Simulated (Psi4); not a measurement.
# UHF/def2-SVPD run of doublet [GeH2Cl2]−

We compute energy and forces of doublet [GeH2Cl2]−. 

The calculation is run with Psi4 1.11.

1 further run of the same task is left out (set aside as unsound or not needed).

### 1 Starting point

The species is [GeH2Cl2]− (5 atoms), meant as a doublet with charge -1. As SMILES of the parent species, `[Cl][GeH2][Cl]`. The coordinates come from a PBE0-D4/def2-TZVP relaxation. That shape belongs to the parent species and isn't relaxed for this state.

Bond lengths: Cl1–Ge2 2.140 Å, Ge2–Cl3 2.140 Å, Ge2–H4 1.528 Å, Ge2–H5 1.528 Å. Angles: Cl1–Ge2–Cl3 108.2°, Cl1–Ge2–H4 108.2°, Cl1–Ge2–H5 108.2°, Cl3–Ge2–H4 108.2°, Cl3–Ge2–H5 108.2°, H4–Ge2–H5 115.8°.

### 2 Energy and forces at UHF/def2-SVPD

Input file input.dat:

```
memory 1600 MB

molecule {
  -1 2
  Cl
  Ge 1 r2
  Cl 2 r3 1 a3
  H 2 r4 1 a4 3 d4
  H 2 r5 4 a5 1 d5

  r2 = 2.139564
  r3 = 2.139574
  a3 = 108.21523
  r4 = 1.528341
  a4 = 108.15489
  d4 = 116.94376
  r5 = 1.528401
  a5 = 115.79081
  d5 = -121.50831
  units angstrom
  symmetry c1
  no_reorient
  no_com
}

set basis def2-SVPD
set reference uhf
set puream true
set e_convergence 1e-09
set d_convergence 1e-08
set scf_type pk
set maxiter 100

e_tot, wfn = gradient("scf", return_wfn=True)
oeprop(wfn, "LOWDIN_CHARGES", "WIBERG_LOWDIN_INDICES", "MAYER_INDICES")
```

The run is started by

```sh
$ psi4 -i input.dat -o output.dat -n 1
```

output.dat:

```text
Psi4 1.11 release

gradient() will perform analytic gradient computation.

   => Loading Basis Set <=

    Name: DEF2-SVPD
    Role: ORBITAL
    Keyword: BASIS

         ---------------------------------------------------------
                                   SCF
                              UHF Reference
                        1 Threads,   1525 MiB Core
         ---------------------------------------------------------

  ==> Geometry <==

    Molecular point group: c1
    Full point group: C1

    Geometry (in Angstrom), charge = -1, multiplicity = 2:

       Center              X                  Y                   Z               Mass
    ------------   -----------------  -----------------  -----------------  -----------------
         CL           0.000000480615     0.478101504814    -1.793575404857    34.968852682000
         GE           0.000000480615     0.478101504814     0.345988595143    73.921177761000
         CL           0.000000480615    -1.554256291948     1.014792518139    34.968852682000
         H            1.294617137422     1.136141767344     0.822199616739     1.007825032230
         H           -1.294685741343     1.136149370405     0.822192553614     1.007825032230

  Running in c1 symmetry.

  Rotational constants: A =      0.26364  B =      0.07896  C =      0.06228 [cm^-1]
  Rotational constants: A =   7903.69799  B =   2367.15946  C =   1867.06416 [MHz]
  Nuclear repulsion =  347.600217735483739

  Charge       = -1
  Multiplicity = 2
  Electrons    = 69
  Nalpha       = 35
  Nbeta        = 34

  ==> Algorithm <==

  SCF Algorithm Type is PK.
  DIIS enabled.
  MOM disabled.
  Fractional occupation disabled.
  Guess Type is SAD.
  Energy threshold   = 1.00e-09
  Density threshold  = 1.00e-08
  Integral threshold = 1.00e-12

  ==> Primary Basis <==

  Basis Set: DEF2-SVPD
    Blend: DEF2-SVPD
    Number of shells: 44
    Number of basis functions: 108
    Number of Cartesian functions: 116
    Spherical Harmonics?: true
    Max angular momentum: 2

  ==> Integral Setup <==

  Using in-core PK algorithm.
   Calculation information:
      Number of atoms:                   5
      Number of AO shells:              44
      Number of primitives:             86
      Number of atomic orbitals:       116
      Number of basis functions:       108

      Integral cutoff                 1.00e-12
      Number of threads:                 1

  Performing in-core PK
  Using 34650882 doubles for integral storage.
  We computed 451988 shell quartets total.
  Whereas there are 490545 unique shell quartets.

  ==> DiskJK: Disk-Based J/K Matrices <==

    J tasked:                  Yes
    K tasked:                  Yes
    wK tasked:                  No
    Memory [MiB]:             1144
    Schwarz Cutoff:          1E-12

  Minimum eigenvalue in the overlap matrix is 8.0688149047E-04.
  Reciprocal condition number of the overlap matrix is 1.2004991544E-04.
    Using symmetric orthogonalization.

  ==> Pre-Iterations <==

  SCF Guess: Superposition of Atomic Densities via on-the-fly atomic UHF (no occupation information).

   -------------------------
    Irrep   Nso     Nmo
   -------------------------
     A        108     108
   -------------------------
    Total     108     108
   -------------------------

  ==> Iterations <==

                        Total Energy        Delta E     RMS |[F,P]|

   @UHF iter SAD: -2991.04286526715214   -2.99104e+03   0.00000e+00
   @UHF iter   1: -2993.83414834234782   -2.79128e+00   1.99637e-02 ADIIS/DIIS
   @UHF iter   2: -2994.37881575257688   -5.44667e-01   1.73725e-02 ADIIS/DIIS
   @UHF iter   3: -2995.00824135514085   -6.29426e-01   7.29893e-04 ADIIS/DIIS
   @UHF iter   4: -2995.01254900821777   -4.30765e-03   1.61595e-04 ADIIS/DIIS
   @UHF iter   5: -2995.01349872176979   -9.49714e-04   8.72822e-05 DIIS
   @UHF iter   6: -2995.01407775939151   -5.79038e-04   7.30657e-05 DIIS
   @UHF iter   7: -2995.01468945223678   -6.11693e-04   5.85722e-05 DIIS
   @UHF iter   8: -2995.01563635982484   -9.46908e-04   4.12383e-05 DIIS
   @UHF iter   9: -2995.01611345677202   -4.77097e-04   2.49332e-05 DIIS
   @UHF iter  10: -2995.01629442601279   -1.80969e-04   1.55648e-05 DIIS
   @UHF iter  11: -2995.01637048761268   -7.60616e-05   1.03453e-05 DIIS
   @UHF iter  12: -2995.01637335184614   -2.86423e-06   1.01720e-05 DIIS
   @UHF iter  13: -2995.01638769161764   -1.43398e-05   3.20861e-06 DIIS
   @UHF iter  14: -2995.01638965466418   -1.96305e-06   1.93415e-06 DIIS
   @UHF iter  15: -2995.01638983147404   -1.76810e-07   5.29856e-07 DIIS
   @UHF iter  16: -2995.01638985234058   -2.08665e-08   2.69197e-07 DIIS
   @UHF iter  17: -2995.01638985516638   -2.82580e-09   8.56842e-08 DIIS
   @UHF iter  18: -2995.01638985532645   -1.60071e-10   4.47900e-08 DIIS
   @UHF iter  19: -2995.01638985539194   -6.54836e-11   8.30793e-09 DIIS
  Energy and wave function converged.

  ==> Post-Iterations <==

   @Spin Contamination Metric:   2.623807395E-03
   @S^2 Expected:                7.500000000E-01
   @S^2 Observed:                7.526238074E-01
   @S   Expected:                5.000000000E-01
   @S   Observed:                5.000000000E-01

    Orbital Energies [Eh]
    ---------------------

    Alpha Occupied:

       1A   -405.094408     2A   -104.649031     3A   -104.649025
       4A    -52.020246     5A    -46.121175     6A    -46.120600
       7A    -46.118964     8A    -10.410766     9A    -10.410763
      10A     -7.886219    11A     -7.886211    12A     -7.882841
      13A     -7.882833    14A     -7.882804    15A     -7.882798
      16A     -7.080140    17A     -5.057894    18A     -5.055697
      19A     -5.051982    20A     -1.534502    21A     -1.532715
      22A     -1.526187    23A     -1.525180    24A     -1.524024
      25A     -0.958773    26A     -0.932862    27A     -0.579746
      28A     -0.390768    29A     -0.388698    30A     -0.384806
      31A     -0.324194    32A     -0.318161    33A     -0.311537
      34A     -0.288956    35A      0.053012

    Alpha Virtual:

      36A      0.198822    37A      0.221647    38A      0.242994
      39A      0.247429    40A      0.250629    41A      0.258154
      42A      0.270699    43A      0.296000    44A      0.301481
      45A      0.319053    46A      0.345892    47A      0.365094
      48A      0.384025    49A      0.399614    50A      0.410135
      51A      0.423296    52A      0.435652    53A      0.438562
      54A      0.504210    55A      0.507648    56A      0.524185
      57A      0.528013    58A      0.541725    59A      0.546204
      60A      0.553962    61A      0.558215    62A      0.564703
      63A      0.621964    64A      0.628787    65A      0.630710
      66A      0.635932    67A      0.636722    68A      0.673011
      69A      0.750234    70A      0.862741    71A      0.891475
      72A      0.908365    73A      0.939389    74A      0.940306
      75A      0.994348    76A      1.012882    77A      1.035636
      78A      1.198464    79A      1.211343    80A      1.325084
      81A      1.349277    82A      1.386858    83A      1.388417
      84A      1.389624    85A      1.391145    86A      1.392450
      87A      1.425386    88A      1.441251    89A      1.448146
      90A      1.511932    91A      1.532317    92A      1.573749
      93A      1.575313    94A      1.596015    95A      1.612661
      96A      1.879101    97A      1.935313    98A      2.078524
      99A      2.145626   100A      2.202030   101A      2.233595
     102A      2.398311   103A      2.487340   104A      3.082796
     105A      3.087491   106A      3.106268   107A      3.192553
     108A      3.239595

    Beta Occupied:

       1A   -405.092960     2A   -104.648376     3A   -104.648369
       4A    -52.018481     5A    -46.120673     6A    -46.120102
       7A    -46.118542     8A    -10.410019     9A    -10.410014
      10A     -7.883908    11A     -7.883903    12A     -7.882418
      13A     -7.882413    14A     -7.882382    15A     -7.882372
      16A     -7.075548    17A     -5.056605    18A     -5.054525
      19A     -5.049527    20A     -1.533703    21A     -1.531778
      22A     -1.525226    23A     -1.523844    24A     -1.522417
      25A     -0.952812    26A     -0.927616    27A     -0.564377
      28A     -0.385874    29A     -0.381938    30A     -0.378349
      31A     -0.322603    32A     -0.315935    33A     -0.307181
      34A     -0.288005

    Beta Virtual:

      35A      0.200435    36A      0.223649    37A      0.236152
      38A      0.251951    39A      0.258885    40A      0.270878
      41A      0.271303    42A      0.272422    43A      0.305849
      44A      0.318968    45A      0.331569    46A      0.372315
      47A      0.374052    48A      0.388474    49A      0.407025
      50A      0.417712    51A      0.443387    52A      0.444475
      53A      0.451711    54A      0.510232    55A      0.518002
      56A      0.531870    57A      0.537036    58A      0.542977
      59A      0.551301    60A      0.556822    61A      0.562733
      62A      0.567859    63A      0.629646    64A      0.635591
      65A      0.636181    66A      0.639699    67A      0.642671
      68A      0.685288    69A      0.760567    70A      0.873145
      71A      0.902186    72A      0.916354    73A      0.944614
      74A      0.944979    75A      1.000324    76A      1.017531
      77A      1.043326    78A      1.201175    79A      1.214154
      80A      1.326488    81A      1.350593    82A      1.388670
      83A      1.390104    84A      1.390818    85A      1.392118
      86A      1.394088    87A      1.429056    88A      1.445734
      89A      1.450272    90A      1.514956    91A      1.535411
      92A      1.576711    93A      1.577945    94A      1.597508
      95A      1.614351    96A      1.883533    97A      1.940582
      98A      2.078725    99A      2.145103   100A      2.201421
     101A      2.232923   102A      2.400445   103A      2.489420
     104A      3.087010   105A      3.092238   106A      3.110130
     107A      3.197379   108A      3.243307

    Final Occupation by Irrep:
              A
    DOCC [    34 ]
    SOCC [     1 ]
    NA   [    35 ]
    NB   [    34 ]

  @UHF Final Energy: -2995.01638985539194

   => Energetics <=

    Nuclear Repulsion Energy =            347.6002177354837386
    One-Electron Energy =               -4870.0379383874214909
    Two-Electron Energy =                1527.4213307965455897
    Total Energy =                      -2995.0163898553919353

  UHF NO Occupations:
  HONO-2 :   33  A 1.9997520
  HONO-1 :   34  A 1.9992745
  HONO-0 :   35  A 1.0000000
  LUNO+0 :   36  A 0.0007255
  LUNO+1 :   37  A 0.0002480
  LUNO+2 :   38  A 0.0001700
  LUNO+3 :   39  A 0.0001118

Computation Completed

Properties will be evaluated at   0.000000,   0.000000,   0.000000 [a0]

Properties computed using the SCF density matrix

 Multipole Moments:

 ------------------------------------------------------------------------------------
     Multipole            Electronic (a.u.)      Nuclear  (a.u.)        Total (a.u.)
 ------------------------------------------------------------------------------------

 L = 1.  Multiply by 2.5417464519 to convert [e a0] to [Debye]
 Dipole X            :          0.0001020           -0.0000697            0.0000323
 Dipole Y            :         -0.4379043           -1.3664460           -1.8043503
 Dipole Z            :         -0.3168643           -0.9888594           -1.3057237
 Magnitude           :                                                    2.2272392

 ------------------------------------------------------------------------------------

	total time  =          4 seconds =       0.07 minutes

         ------------------------------------------------------------
                                   SCF GRAD
         ------------------------------------------------------------

  ==> Geometry <==

    Molecular point group: c1
    Full point group: C1

    Geometry (in Angstrom), charge = -1, multiplicity = 2:

       Center              X                  Y                   Z               Mass
    ------------   -----------------  -----------------  -----------------  -----------------
         CL           0.000000480615     0.478101504814    -1.793575404857    34.968852682000
         GE           0.000000480615     0.478101504814     0.345988595143    73.921177761000
         CL           0.000000480615    -1.554256291948     1.014792518139    34.968852682000
         H            1.294617137422     1.136141767344     0.822199616739     1.007825032230
         H           -1.294685741343     1.136149370405     0.822192553614     1.007825032230

  Nuclear repulsion =  347.600217735483739

  ==> Basis Set <==

  Basis Set: DEF2-SVPD
    Blend: DEF2-SVPD
    Number of shells: 44
    Number of basis functions: 108
    Number of Cartesian functions: 116
    Spherical Harmonics?: true
    Max angular momentum: 2

  ==> DirectJKGrad: Integral-Direct SCF Gradients <==

    Gradient:                    1
    J tasked:                  Yes
    K tasked:                  Yes
    wK tasked:                  No
    Integrals threads:           1
    Schwarz Cutoff:          1E-12

  -Total Gradient:
     Atom            X                  Y                   Z
    ------   -----------------  -----------------  -----------------
       1       -0.000000647297     0.000661792701     0.040788394556
       2        0.000019302531    -0.040222622642    -0.029109263019
       3       -0.000000385930     0.038949681493    -0.012120917851
       4        0.001615943742     0.000301237894     0.000217978932
       5       -0.001634213046     0.000309910561     0.000223807392

	total time  =          4 seconds =       0.07 minutes

Properties will be evaluated at   0.000000,   0.000000,   0.000000 [a0]
OEProp: No title given, name of density matrix used for the following properties is 'SCF alpha density'
  Lowdin Charges: (a.u.)
   Center  Symbol    Alpha    Beta     Spin     Total
       1    CL     8.68849  8.56504  0.12345 -0.25353
       2    GE    16.30486 15.77972  0.52515 -0.08458
       3    CL     8.68849  8.56504  0.12345 -0.25353
       4     H     0.65908  0.54511  0.11397 -0.20419
       5     H     0.65907  0.54510  0.11397 -0.20417

  Total alpha = 35.00000, Total beta = 34.00000, Total charge = -1.00000

  Mayer Bond Indices:

  Total Bond Index:
  Irrep: 1 Size: 5 x 5

                 1                   2                   3                   4                   5

    1     0.00000000000000     0.37260436126792    -0.02686877908983    -0.01863049776490    -0.01863846517359
    2     0.37260436126792     0.00000000000000     0.37263948075468     1.07934687370365     1.07934688368340
    3    -0.02686877908983     0.37263948075468     0.00000000000000    -0.01863040228237    -0.01863847122332
    4    -0.01863049776490     1.07934687370365    -0.01863040228237     0.00000000000000     0.02296528189914
    5    -0.01863846517359     1.07934688368340    -0.01863847122332     0.02296528189914     0.00000000000000

  Alpha Contribution:
  Irrep: 1 Size: 5 x 5

                 1                   2                   3                   4                   5

    1     0.00000000000000     0.09044551463710    -0.02313052830973    -0.03702712954851    -0.03703354148231
    2     0.09044551463710     0.00000000000000     0.09048076171245     0.58408627047814     0.58408757611603
    3    -0.02313052830973     0.09048076171245     0.00000000000000    -0.03702663894119    -0.03703293426813
    4    -0.03702712954851     0.58408627047814    -0.03702663894119     0.00000000000000     0.02480757341374
    5    -0.03703354148231     0.58408757611603    -0.03703293426813     0.02480757341374     0.00000000000000

  Beta Contribution:
  Irrep: 1 Size: 5 x 5

                 1                   2                   3                   4                   5

    1     0.00000000000000     0.28215884663082    -0.00373825078010     0.01839663178361     0.01839507630872
    2     0.28215884663082     0.00000000000000     0.28215871904223     0.49526060322551     0.49525930756738
    3    -0.00373825078010     0.28215871904223     0.00000000000000     0.01839623665882     0.01839446304482
    4     0.01839663178361     0.49526060322551     0.01839623665882     0.00000000000000    -0.00184229151460
    5     0.01839507630872     0.49525930756738     0.01839446304482    -0.00184229151460     0.00000000000000

  Atomic Valences:

 #  #
 Irrep: 1
      1:    0.308466619239602
      2:    2.903937599409658
      3:    0.308501828159156
      4:    1.065051255555516
      5:    1.065035229185636

  Wiberg Bond Indices using Orthogonal Lowdin Orbitals:

  Total Bond Index:
  Irrep: 1 Size: 5 x 5

                 1                   2                   3                   4                   5

    1     0.00000000000000     1.75569286314446     0.21103304624625     0.15024473868201     0.15024110337861
    2     1.75569286314446     0.00000000000000     1.75567176662443     1.04201209582225     1.04199162271790
    3     0.21103304624625     1.75567176662443     0.00000000000000     0.15024161589337     0.15023601474757
    4     0.15024473868201     1.04201209582225     0.15024161589337     0.00000000000000     0.13677395967406
    5     0.15024110337861     1.04199162271790     0.15023601474757     0.13677395967406     0.00000000000000

  Alpha Contribution:
  Irrep: 1 Size: 5 x 5

                 1                   2                   3                   4                   5

    1     0.00000000000000     0.92384966902107     0.10804509175762     0.08383305997991     0.08383121815721
    2     0.92384966902107     0.00000000000000     0.92383559043506     0.58603507783564     0.58602491410013
    3     0.10804509175762     0.92383559043506     0.00000000000000     0.08383054770861     0.08382781733353
    4     0.08383305997991     0.58603507783564     0.08383054770861     0.00000000000000     0.08999906479326
    5     0.08383121815721     0.58602491410013     0.08382781733353     0.08999906479326     0.00000000000000

  Beta Contribution:
  Irrep: 1 Size: 5 x 5

                 1                   2                   3                   4                   5

    1     0.00000000000000     0.83184319412339     0.10298795448863     0.06641167870209     0.06640988522140
    2     0.83184319412339     0.00000000000000     0.83183617618937     0.45597701798661     0.45596670861776
    3     0.10298795448863     0.83183617618937     0.00000000000000     0.06641106818475     0.06640819741404
    4     0.06641167870209     0.45597701798661     0.06641106818475     0.00000000000000     0.04677489488080
    5     0.06640988522140     0.45596670861776     0.06640819741404     0.04677489488080     0.00000000000000

  Atomic Valences:

 #  #
 Irrep: 1
      1:    2.267211751451323
      2:    5.595368348309042
      3:    2.267182443511616
      4:    1.479272410071685
      5:    1.479242700518132

    Psi4 run time: 0:00:07.39
```

It took 8.1 s on 1 thread of Intel Xeon 6975P-C (Granite Rapids), shared host; peak memory 0.47 GiB.

### 3 What came out

At UHF/def2-SVPD:

```
                          quantity           value
                      total energy  -2995.01639 Eh
HOMO energy (highest over α and β)         1.44 eV
 LUMO energy (lowest over α and β)         5.41 eV
                              ⟨S²⟩           0.753
          largest force on an atom      2.553 eV/Å
```

In words: The HOMO lies at positive energy, 1.44 eV: the electron is unbound at this level or held by a compact basis; values depend on the basis.
